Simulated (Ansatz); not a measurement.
**GaO+ (singlet): wave-function methods side by side at distance O1–Ga2 = 1.864 Å, cc-pVDZ**

The task here is to estimate one member of a computed series from the others.

Computed with Ansatz 0.2.0, Gaussian basis. Level: cc-pVDZ, core rule «outside noble gas», up to 15 orbitals frozen.

To be run: UHF; CCSD(T) on RHF; CCSD(T) on UHF; BCCD(T) on RHF; CISD; CCSDT(Q) on RHF; CCSDT(Q) on UHF; CCSDTQ on RHF; CCSDTQ on UHF; CASSCF and MRCISD+Q, 2 electrons in 2 orbitals; CASSCF and NEVPT2, 2 electrons in 2 orbitals; CASSCF and MRCISD+Q, 8 electrons in 8 orbitals; CASSCF and NEVPT2, 8 electrons in 8 orbitals; Full CI; Full CI in the symmetry of the determinant.

4 further runs of the same task are left out: 4 for a known fault of the program. Runs told in other sessions of the task aren't counted.

## The geometry

The geometry derives from a PBE0/def2-TZVP stationary point (not a proven minimum). One bond is set to the value named and the two fragments are kept rigid. No spin-orbit coupling is included. The filled d shell of Ga may be among the frozen orbitals whatever the setting's name suggests.

2 atoms, charge 1, spin multiplicity 1.

Atoms are counted from 1 here; the program's logs count them from 0.

Bond lengths: O1–Ga2 1.864 Å.

Geometry (Å):

```xyz
2
GaO
O     0.0000    0.0000    0.0000
Ga    0.0000    0.0000    1.8640
```

The first run:

File in.yaml:

```yaml
crystal:
  periodic: [false, false, false]
  atoms:
    - {symbol: O, position_ang: [0.000000, 0.000000, 0.000000]}
    - {symbol: Ga, position_ang: [0.000000, 0.000000, 1.864000]}
basis:
  gaussian: {orbitals: cc-pVDZ}
total_charge: 1
magnetization: {spin_polarized: true, initial_magnetization: 0}
hamiltonian: {xc: hf}
output: {orbitals: {seedname: orbitals}}
```

Started as:

```
$ ansatz run in.yaml --threads 1 --pin off --events-out ev --progress --plain --max-ram 2816MiB --backend cpu
```

Steps of the session up to this table: UHF; CCSD(T) on RHF; CCSD(T) on UHF; BCCD(T) on RHF; CISD; CCSDT(Q) on RHF; CCSDT(Q) on UHF; CCSDTQ on RHF; CCSDTQ on UHF; CASSCF and MRCISD+Q, 2 electrons in 2 orbitals; CASSCF and NEVPT2, 2 electrons in 2 orbitals; CASSCF and MRCISD+Q, 8 electrons in 8 orbitals; CASSCF and NEVPT2, 8 electrons in 8 orbitals; Full CI; Full CI in the symmetry of the determinant.

One table of the session follows, with a row left open; its other results are not shown here.

| method | from FCI (meV) |
| --- | --- |
| CASSCF pair | +5217.5 |
| NEVPT2 pair | ? |
| MRCISD pair | +388.6 |
| MRCISD+Q pair | +48.8 |
| FCI | 0 |

**Question.** Estimate the row for NEVPT2 pair.

As computed: from FCI (meV): +567.2. In the column «from FCI (meV)» it lies between MRCISD pair (+388.6) and CASSCF pair (+5217.5).

Not comparable, so not listed: CISD (they don't share determinant, frozen orbitals or solution with the rows shown, or repeat one).

Caveats from the session: The determinant of CCSD(T) (⟨S²⟩ 1.04) is far from a pure spin state, so its energy mixes those of several spin states; high orders of coupled cluster remove much of that, low ones don't. The determinant of CCSDT(Q) (⟨S²⟩ 1.04) is far from a pure spin state, so its energy mixes those of several spin states; high orders of coupled cluster remove much of that, low ones don't. The determinant of CCSDTQ (⟨S²⟩ 1.04) is far from a pure spin state, so its energy mixes those of several spin states; high orders of coupled cluster remove much of that, low ones don't. Left out of the table: CASSCF valence, NEVPT2 valence, MRCISD valence, MRCISD+Q valence (the active space lost an orbital or holds another state than full CI finds). Left out of the table: RHF, UHF, RMP2, UMP2, RCCSD, UCCSD, RCCSD(T), UCCSD(T), BCCD(T), RCCSDT, UCCSDT, RCCSDT(Q), UCCSDT(Q), RCCSDTQ, UCCSDTQ (another determinant or state than the rows shown).
